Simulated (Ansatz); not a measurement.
**ClFHInSe: how energies converge with the basis set**

Aim: see how fast density functionals converge with the basis set for ClFHInSe.

The runs use Ansatz 0.2.0, Gaussian basis; one geometry, several basis sets.

Plan: PBE0-D4/def2-SVP; ωB97M-V/def2-SVP; PBE0-D4/def2-QZVPP; ωB97M-V/def2-QZVPP; the functionals' def2-TZVPP values are taken from earlier runs.

## 1. The geometry

All runs share one geometry, relaxed beforehand with PBE0-D4 in a triple-zeta def2 set. In takes the def2 core potential; no spin-orbit term is included.

SMILES `[F][In]([Cl])[SeH]`, 5 atoms, charge 0, spin multiplicity 1.

Atoms are counted from 1 here; the program's logs count them from 0.

Bond lengths: F1–In2 1.938 Å, In2–Cl3 2.300 Å, In2–Se4 2.466 Å, Se4–H5 1.471 Å. Angles: F1–In2–Cl3 114.2°, F1–In2–Se4 118.7°, Cl3–In2–Se4 127.0°, In2–Se4–H5 89.7°.

## 2. PBE0-D4 in def2-SVP

The input, in.yaml:

```yaml
crystal:
  periodic: [false, false, false]
  atoms:
    - {symbol: F, position_ang: [-0.925662, -0.786602, 1.633365]}
    - {symbol: In, position_ang: [0.361219, -0.417717, 0.231695]}
    - {symbol: Cl, position_ang: [2.285939, -1.669551, 0.364102]}
    - {symbol: Se, position_ang: [-0.189505, 1.283928, -1.466444]}
    - {symbol: H, position_ang: [-1.482094, 1.516242, -0.804119]}
basis:
  gaussian: {orbitals: def2-SVP}
hamiltonian: {xc: pbe0, dispersion: d4}
output: {orbitals: {seedname: orbitals}}
```

The runs that follow: ωB97M-V in def2-SVP; PBE0-D4 in def2-QZVPP; ωB97M-V in def2-QZVPP.

**Question.** What will the summary of the whole plan be? Wanted: PBE0-D4: double and triple zeta above quadruple; ωB97M-V: double and triple zeta above quadruple.

The runs gave:

```
                                       quantity           value
PBE0-D4: double and triple zeta above quadruple  18.08, 1.95 eV
ωB97M-V: double and triple zeta above quadruple  18.00, 1.88 eV
```

PBE0-D4 gains 16.13 eV from double to triple zeta, then 1.95 eV more. These are total energies; as a rule much of such shifts cancels in differences, which this series doesn't test.
